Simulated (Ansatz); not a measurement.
# GaH3 (triplet): wB97M-V, B2PLYP, RPA-PBE over a scan of the scale of all distances, cc-pVDZ, part 3 of 3

Ansatz 0.2.0, Gaussian basis; cc-pVDZ, all electrons in the functionals, frozen cores in the correlation of double hybrids and RPA. Earlier steps stand in the parts before.

**21. RPA-PBE, 1.320**

in.yaml reads:

```yaml
crystal:
  periodic: [false, false, false]
  atoms:
    - {symbol: Ga, position_ang: [0.000000, 0.036598, -0.060317]}
    - {symbol: H, position_ang: [0.000000, -1.950431, -0.714744]}
    - {symbol: H, position_ang: [0.535152, -0.290608, 2.443559]}
    - {symbol: H, position_ang: [-0.535152, -0.290608, 2.443559]}
basis:
  gaussian: {orbitals: cc-pVDZ}
magnetization: {spin_polarized: true, initial_magnetization: 2}
hamiltonian: {xc: {name: PBE}}
correlation: {method: rpa, electrons: outside_noble_gas}
```

The run is started by

```console
$ ansatz run in.yaml --threads 1 --pin off --events-out ev --progress --plain --max-ram 2393MiB
```

What it wrote, shortened:

```text
Functional definition: PBE
  name "PBE"
  cite "Perdew, Burke & Ernzerhof, Phys. Rev. Lett. 77, 3865 (1996) doi:10.1103/PhysRevLett.77.3865"
  parent pbe
[...]
453 factors; integrals over basis functions are off by at most 1.2e-3 eV
[...]
mean field -52412.92445574 eV, -1926.1394469922 hartree, gradient 9.0e-6 eV, S^2 2.009758; 4 other end points of the search recorded, 0 dependent functions left out
14 core orbitals not correlated: weight in the atoms' cores, before any rotation towards them, 0.999 or more for the frozen orbitals, at most 0.001 for the correlated occupied ones
reference -52375.34062410 eV, -1924.7582666548 hartree; 4, 2 occupied and 24, 26 virtual orbitals, 453 factors
Total energy: -52380.24307350 eV, -1924.9384283472 hartree
```

Run time: 2.1 s. Hardware: 1 thread of Arm Neoverse V2, shared host.

From the report: ⟨S²⟩ of the determinant 2.010 (pure triplet: 2.00).

From 1.000: +29.4 kcal/mol.

**22. RPA-PBE, 1.529**

in.yaml reads:

```yaml
crystal:
  periodic: [false, false, false]
  atoms:
    - {symbol: Ga, position_ang: [0.000000, 0.042393, -0.069868]}
    - {symbol: H, position_ang: [0.000000, -2.259249, -0.827912]}
    - {symbol: H, position_ang: [0.619884, -0.336622, 2.830456]}
    - {symbol: H, position_ang: [-0.619884, -0.336622, 2.830456]}
basis:
  gaussian: {orbitals: cc-pVDZ}
magnetization: {spin_polarized: true, initial_magnetization: 2}
hamiltonian: {xc: {name: PBE}}
correlation: {method: rpa, electrons: outside_noble_gas}
```

Same command.

What it wrote, shortened:

```text
Functional definition: PBE
  name "PBE"
  cite "Perdew, Burke & Ernzerhof, Phys. Rev. Lett. 77, 3865 (1996) doi:10.1103/PhysRevLett.77.3865"
  parent pbe
[...]
455 factors; integrals over basis functions are off by at most 1.0e-3 eV
[...]
mean field -52411.85013538 eV, -1926.0999664472 hartree, gradient 5.3e-7 eV, S^2 2.007041; 8 other end points of the search recorded, 0 dependent functions left out
14 core orbitals not correlated: weight in the atoms' cores, before any rotation towards them, 0.999 or more for the frozen orbitals, at most 0.000 for the correlated occupied ones
reference -52374.30416906 eV, -1924.7201776344 hartree; 4, 2 occupied and 24, 26 virtual orbitals, 455 factors
Total energy: -52379.18522595 eV, -1924.8995531666 hartree
```

It took 3.3 s on 1 thread of Arm Neoverse V2, shared host.

From the report: ⟨S²⟩ of the determinant 2.007 (pure triplet: 2.00).

From 1.000: +53.8 kcal/mol.

**23. RPA-PBE, 1.775**

in.yaml reads:

```yaml
crystal:
  periodic: [false, false, false]
  atoms:
    - {symbol: Ga, position_ang: [0.000000, 0.049214, -0.081108]}
    - {symbol: H, position_ang: [0.000000, -2.622738, -0.961114]}
    - {symbol: H, position_ang: [0.719617, -0.390780, 3.285846]}
    - {symbol: H, position_ang: [-0.719617, -0.390780, 3.285846]}
basis:
  gaussian: {orbitals: cc-pVDZ}
magnetization: {spin_polarized: true, initial_magnetization: 2}
hamiltonian: {xc: {name: PBE}}
correlation: {method: rpa, electrons: outside_noble_gas}
```

Launched as before.

What it wrote, shortened:

```text
Functional definition: PBE
  name "PBE"
  cite "Perdew, Burke & Ernzerhof, Phys. Rev. Lett. 77, 3865 (1996) doi:10.1103/PhysRevLett.77.3865"
  parent pbe
[...]
457 factors; integrals over basis functions are off by at most 6.3e-4 eV
[...]
mean field -52410.81853710 eV, -1926.0620559098 hartree, gradient 2.5e-6 eV, S^2 2.002881; 10 other end points of the search recorded, 0 dependent functions left out
14 core orbitals not correlated: weight in the atoms' cores, before any rotation towards them, 0.999 or more for the frozen orbitals, at most 0.000 for the correlated occupied ones
reference -52373.16643198 eV, -1924.6783665679 hartree; 4, 2 occupied and 24, 26 virtual orbitals, 457 factors
Total energy: -52378.24121678 eV, -1924.8648614697 hartree
```

It took 3.7 s on 1 thread of Arm Neoverse V2, shared host.

From the report: ⟨S²⟩ of the determinant 2.003 (pure triplet: 2.00).

From 1.000: +75.6 kcal/mol.

**24. RPA-PBE, 1.976**

in.yaml reads:

```yaml
crystal:
  periodic: [false, false, false]
  atoms:
    - {symbol: Ga, position_ang: [0.000000, 0.054787, -0.090293]}
    - {symbol: H, position_ang: [0.000000, -2.919736, -1.069950]}
    - {symbol: H, position_ang: [0.801106, -0.435032, 3.657934]}
    - {symbol: H, position_ang: [-0.801106, -0.435032, 3.657934]}
basis:
  gaussian: {orbitals: cc-pVDZ}
magnetization: {spin_polarized: true, initial_magnetization: 2}
hamiltonian: {xc: {name: PBE}}
correlation: {method: rpa, electrons: outside_noble_gas}
```

Same command.

What it wrote, shortened:

```text
Functional definition: PBE
  name "PBE"
  cite "Perdew, Burke & Ernzerhof, Phys. Rev. Lett. 77, 3865 (1996) doi:10.1103/PhysRevLett.77.3865"
  parent pbe
[...]
456 factors; integrals over basis functions are off by at most 7.9e-4 eV
[...]
mean field -52410.12848270 eV, -1926.0366968781 hartree, gradient 8.9e-7 eV, S^2 2.001967; 11 other end points of the search recorded, 0 dependent functions left out
14 core orbitals not correlated: weight in the atoms' cores, before any rotation towards them, 0.999 or more for the frozen orbitals, at most 0.000 for the correlated occupied ones
reference -52372.27613519 eV, -1924.6456487645 hartree; 4, 2 occupied and 24, 26 virtual orbitals, 456 factors
Total energy: -52377.64396385 eV, -1924.8429128292 hartree
```

It took 4.2 s on 1 thread of Arm Neoverse V2, shared host.

From the report: ⟨S²⟩ of the determinant 2.002 (pure triplet: 2.00).

From 1.000: +89.3 kcal/mol.

**25. RPA-PBE, 2.405**

in.yaml reads:

```yaml
crystal:
  periodic: [false, false, false]
  atoms:
    - {symbol: Ga, position_ang: [0.000000, 0.066681, -0.109896]}
    - {symbol: H, position_ang: [0.000000, -3.553625, -1.302242]}
    - {symbol: H, position_ang: [0.975030, -0.529480, 4.452091]}
    - {symbol: H, position_ang: [-0.975030, -0.529480, 4.452091]}
basis:
  gaussian: {orbitals: cc-pVDZ}
magnetization: {spin_polarized: true, initial_magnetization: 2}
hamiltonian: {xc: {name: PBE}}
correlation: {method: rpa, electrons: outside_noble_gas}
```

Launched as before.

What it wrote, shortened:

```text
Functional definition: PBE
  name "PBE"
  cite "Perdew, Burke & Ernzerhof, Phys. Rev. Lett. 77, 3865 (1996) doi:10.1103/PhysRevLett.77.3865"
  parent pbe
[...]
455 factors; integrals over basis functions are off by at most 2.5e-3 eV
[...]
mean field -52409.09973024 eV, -1925.9988909227 hartree, gradient 1.6e-6 eV, S^2 2.409734; 14 other end points of the search recorded, 0 dependent functions left out
14 core orbitals not correlated: weight in the atoms' cores, before any rotation towards them, 0.999 or more for the frozen orbitals, at most 0.000 for the correlated occupied ones
reference -52372.03647434 eV, -1924.6368413908 hartree; 4, 2 occupied and 24, 26 virtual orbitals, 455 factors
Total energy: -52376.67002818 eV, -1924.8071213536 hartree
```

Run time: 8 s. Hardware: 1 thread of Arm Neoverse V2, shared host.

From the report: ⟨S²⟩ of the determinant 2.410 (pure triplet: 2.00).

From 1.000: +111.8 kcal/mol.

**26. Against the wave-function levels**

The yardstick is full CI for this spin, exact in this basis with these frozen cores. It comes from earlier runs at the same points. Energies in kcal/mol, counted from 1.000; blanks weren't run or aren't comparable.

```
  level  0.872  1.000  1.116  1.320  1.529  1.775  1.976  2.405
    FCI   19.6    0.0    5.8   31.4   55.6   77.0   90.6  109.3
wB97M-V   17.3    0.0    6.8   33.0   58.7   84.2  101.8  122.0
 B2PLYP   18.5    0.0    6.0   31.3   56.5   82.8   99.3  116.3
RPA-PBE   21.0    0.0    4.6   29.4   53.8   75.6   89.3  111.8
```

Largest miss and mean time a point (FCI took 31 s a point; shared hosts):

| level | largest miss (kcal/mol) | where | time a point |
| --- | --- | --- | --- |
| wB97M-V | +12.7 | 2.405 | 15 s |
| B2PLYP | +8.7 | 1.976 | 3.4 s |
| RPA-PBE | +2.4 | 2.405 | 3 s |

**27. What came out**

What follows sums up all 3 parts.

```
             quantity                   value
span of the FCI curve          109.3 kcal/mol
largest miss, wB97M-V  +12.7 kcal/mol (2.405)
 largest miss, B2PLYP   +8.7 kcal/mol (1.976)
largest miss, RPA-PBE   +2.4 kcal/mol (2.405)
```

What this shows: Of the functionals, RPA-PBE keep the smallest largest miss at the points compared (at most 2.4 kcal/mol) and wB97M-V strays most (12.7 kcal/mol, at 2.405). wB97M-V, B2PLYP, RPA-PBE clearly break the spin symmetry at some points (⟨S²⟩ up to 0.79 above the pure value), so energy there is bought with a mixed spin. Functionals and the yardstick converge differently with the basis, so part of each miss in cc-pVDZ is the basis.
